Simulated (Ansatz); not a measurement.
# TePb: how the settings move a single-point run

Question: which choices in the input matter for TePb?

Computed with Ansatz 0.2.0 (reference: DFT, HSE06, plane waves, PAW, unless a step's input says otherwise).

2 further runs of the same task are left out: 2 that didn't finish.

## (1) Starting point

The structure is cubic, space group Fm-3m (No. 225). The conventional cell has a = 6.536 Å, b = 6.536 Å, c = 6.536 Å, α = 90.00°, β = 90.00°, γ = 90.00°. Around Pb (site symmetry m-3m) lie 6 Te at 3.27 Å. Te (site symmetry m-3m) is surrounded by 6 Pb at 3.27 Å.

Structure file:

```xyz
2
Lattice="0.0000 3.2678 3.2678 3.2678 0.0000 3.2678 3.2678 3.2678 0.0000" Properties=species:S:1:pos:R:3 pbc="T T T"
Pb    0.0000    0.0000    0.0000
Te    3.2678    3.2678    3.2678
```

## (2) Baseline

File input.yaml:

```yaml
crystal:
  lattice:
    - [0.0, 3.267836852, 3.267836852]
    - [3.267836852, 0.0, 3.267836852]
    - [3.267836852, 3.267836852, 0.0]
  atoms:
    - { symbol: Pb, position: [0.0, 0.0, 0.0] }
    - { symbol: Te, position: [0.5, 0.5, 0.5] }
kpoints:
  mp_grid: { grid: [4, 4, 4] }
hamiltonian:
  xc: hse06
scf:
  occupations: { method: fixed }
  n_extra_bands: 4
output:
  forces: true
  stress: true
  eigenvalues: true
```

Run with:

```console
$ ansatz run input.yaml --threads 4 --pin off --max-ram 3686MiB --backend cpu --events-out ev --progress --plain --runs-dir out
```

## (3) Changed: exchange pbe, correlation pbe, coeff 0.15

input.yaml: that of step 2 with these lines changed.

```diff
@@ -11,3 +11,3 @@
 hamiltonian:
-  xc: hse06
+  xc: { exchange: pbe, correlation: pbe, exx: { coeff: 0.15 } }
 scf:
```

## (4) Changed: xc hf

input.yaml: that of step 2 with these lines changed.

```diff
@@ -11,3 +11,3 @@
 hamiltonian:
-  xc: hse06
+  xc: hf
 scf:
```

## (5) Changing settings: exchange pbe, correlation pbe, coeff 0.35

input.yaml: that of step 2 with these lines changed.

```diff
@@ -11,3 +11,3 @@
 hamiltonian:
-  xc: hse06
+  xc: { exchange: pbe, correlation: pbe, exx: { coeff: 0.35 } }
 scf:
```

## (6) Variant: ecutfock_ratio 2

input.yaml: that of step 2 with these lines changed.

```diff
@@ -15,2 +15,3 @@
   n_extra_bands: 4
+  exx: { ecutfock_ratio: 2 }
 output:
```

## (7) Variant: occupations.method methfessel_paxton, occupations.width 0.05

input.yaml: that of step 2 with these lines changed.

```diff
@@ -13,3 +13,3 @@
 scf:
-  occupations: { method: fixed }
+  occupations: { method: methfessel_paxton, width: 0.05 }
   n_extra_bands: 4
```

**Question.** What will these runs give? Wanted: for each run, ending; energy change; pressure; gap; force.

As calculated:

| run | ending | energy change | pressure (GPa) | gap (eV) | force (eV/Å) | cycles | time |
| --- | --- | --- | --- | --- | --- | --- | --- |
| reference | converged | 0 | -0.3 | 1.20 | 0.00 | 12 | 14 s |
| 1: exchange pbe, correlation pbe, coeff 0.15 | converged | not comparable | 0.0 | 1.38 | 0.00 | 10 | 13 s |
| 2: xc hf | converged | not comparable | 5.2 | 5.49 | 0.00 | 22 | 19 s |
| 3: exchange pbe, correlation pbe, coeff 0.35 | converged | not comparable | -0.6 | 2.21 | 0.00 | 14 | 14 s |
| 4: ecutfock_ratio 2 | converged | - | -0.3 | 1.20 | 0.00 | 12 | 14 s |
| 5: occupations.method methfessel_paxton, occupations.width 0.05 | converged | 0.0 meV/atom (σ→0) | -0.3 | 1.20 | 0.00 | 12 | 14 s |

Residual by cycle in the longest SCF loop of each run; runs are numbered as in the table. The quantity is the density residual dr2, in eV.

| cycle | reference | run 1 | run 2 | run 3 | run 4 | run 5 |
| --- | --- | --- | --- | --- | --- | --- |
| 1 | 0.0176 | 0.00727 | 0.1 | 0.0259 | 0.0176 | 0.0174 |
| 2 | 0.00204 | 9.0e-4 | 0.122 | 0.00717 | 0.00204 | 0.00206 |
| 3 | 7.6e-4 | 3.6e-4 | 0.0491 | 0.00282 | 7.6e-4 | 7.8e-4 |
| 4 | 2.9e-5 | 1.3e-5 | 0.0112 | 3.3e-4 | 2.9e-5 | 2.9e-5 |
| 5 | 1.5e-5 | 8.3e-6 | 7.1e-4 | 1.5e-4 | 1.5e-5 | 1.6e-5 |
| 6 | 2.2e-6 | 9.7e-7 | 1.7e-4 | 1.4e-5 | 2.2e-6 | 2.1e-6 |

**Reading.** «occupations.method methfessel_paxton, occupations.width 0.05» leaves the energy as it was. The gap of the reference lacks spin-orbit coupling, though the cell holds Te and Pb.
